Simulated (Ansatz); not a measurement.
**Ag (fcc type): how the settings move a single-point run**

How sensitive is a single-point run of Ag (fcc type) to its settings? A reference run comes first, then one run with altered input.

Program: Ansatz 0.2.0. Level of theory: reference: DFT, LDA, all-electron LAPW, scalar-relativistic. These are calculated values, not measurements.

1 further run of the same task is left out (it didn't finish). Runs told in other sessions of the task aren't counted.

## Step 1: The starting structure

The structure is cubic, space group Fm-3m (No. 225). The conventional cell has a = 3.337 Å, b = 3.337 Å, c = 3.337 Å, α = 90.00°, β = 90.00°, γ = 90.00°. Around Ag (site symmetry m-3m) lie 12 Ag at 2.36 Å.

Coordinates:

```
Ag
1.0
     0.00000    1.66866    1.66866
     1.66866    0.00000    1.66866
     1.66866    1.66866    0.00000
Ag
1
Cartesian
  0.0000 0.0000 0.0000
```

## Step 2: Baseline

input.yaml reads:

```yaml
crystal:
  lattice:
    - [0.0, 1.6686602972, 1.6686602972]
    - [1.6686602972, 0.0, 1.6686602972]
    - [1.6686602972, 1.6686602972, 0.0]
  atoms:
    - { symbol: Ag, position: [0.0, 0.0, 0.0] }
kpoints:
  mp_grid: { grid: [18, 18, 18] }
scf:
  occupations: { method: fermi_dirac, width: 0.05 }
hamiltonian:
  xc: lda
  pseudopotentials: { kind: all_electron, lapw: { basis_error: 0.001 } }
output:
  forces: true
  stress: true
  eigenvalues: true
  populations: true
```

Started as:

```bash
$ ansatz run input.yaml --threads 1 --pin off --max-ram 2048MiB --backend cpu --events-out ev --progress --plain --runs-dir out
```

## Step 3: Changed: scf.algorithm density_mixing

input.yaml: that of step 2 with these lines changed.

```diff
@@ -11,2 +11,3 @@
   occupations: { method: fermi_dirac, width: 0.05 }
+  algorithm: density_mixing
 hamiltonian:
```

Q: Predict the outcome of this session. Wanted: for each run, ending; energy change; pressure; gap; force.

As calculated:

| run | ending | energy change | pressure (GPa) | gap (eV) | force (eV/Å) | cycles | time |
| --- | --- | --- | --- | --- | --- | --- | --- |
| reference | converged | 0 | 333.3 | 0.00 | 0.00 | 6 | 19 s |
| 1: scf.algorithm density_mixing | converged | 0.0 meV/atom | 333.3 | 0.00 | 0.00 | 6 | 21 s |

Residual by cycle in the longest SCF loop of each run; runs are numbered as in the table. The quantity is the density residual dr2, in eV.

| cycle | reference | run 1 |
| --- | --- | --- |
| 1 | 0.0563 | 0.0563 |
| 2 | 0.00953 | 0.00953 |
| 3 | 0.00283 | 0.00283 |
| 4 | 4.6e-5 | 4.6e-5 |
| 5 | 2.4e-7 | 2.4e-7 |
| 6 | 1.2e-10 | 1.2e-10 |

**Reading.** Energy and cycle count are those of the reference, so the change (solver) left the result and the number of cycles as they were. The structure is not at rest: the sound run finds 333 GPa, so these are no properties of the relaxed crystal. 
